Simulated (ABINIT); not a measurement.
TeAs2:

```
Te As
1.0
    -3.55645    3.55645    2.94052
     3.55645   -3.55645    2.94052
     3.55645    3.55645   -2.94052
Te As
2 4
Cartesian
  0.0000 0.0000 0.0000
  0.0000 3.5565 1.4703
  0.0000 1.7782 3.6756
  3.5565 1.7782 0.7351
  1.7782 3.5565 -0.7351
  1.7782 0.0000 2.2054
```

The cell comes from a database or a generator and needn't be the stable form of this composition.

| Quantity | Value |
| --- | --- |
| Program | ABINIT 10.8.3 (patched build) |
| Task | relaxation of cell and atoms |
| Functional | PBE |
| Dispersion | D2 |
| Potentials or basis | JTH PAW PBE v2.0 |
| Cutoff | 408 eV |
| k mesh | 5 × 5 × 5 |
| Occupations | fermi-dirac, width 0.05 eV |
| Spin | no spin polarisation |

At the start: pressure -2.5 GPa; volume 24.80 Å³/atom.

Q: Where does the relaxation end?

A: Over 8 steps the energy falls by 7.3 meV/atom and the volume is 23.85 Å³/atom (-3.8 %); space group I4_1/amd (No. 141, to 0.05 Å).

Step by step:
```csv
step,energy change (eV),largest force (eV/Å),pressure (GPa),volume (Å³)
1,0.0000,0.0000,-2.47,148.77
2,-0.0157,0.0000,-1.98,147.65
3,-0.0417,0.0000,0.08,143.34
4,-0.0421,0.0000,-0.02,143.52
5,-0.0428,0.0000,-0.16,143.68
6,-0.0436,0.0000,-0.20,143.58
7,-0.0440,0.0000,-0.10,143.27
8,-0.0440,0.0000,-0.02,143.10
```

Final structure:
```xyz
6
Lattice="-3.5006 3.5006 2.9192 3.5006 -3.5006 2.9192 3.5006 3.5006 -2.9192" Properties=species:S:1:pos:R:3 pbc="T T T"
Te    0.0000    0.0000    0.0000
Te    0.0000    3.5006    1.4596
As    0.0000    1.7503    3.6491
As    3.5006    1.7503    0.7298
As    1.7503    3.5006   -0.7298
As    1.7503    0.0000    2.1894
```

Caveat: pairwise dispersion overbinds metals, which lowers pressure and volume.
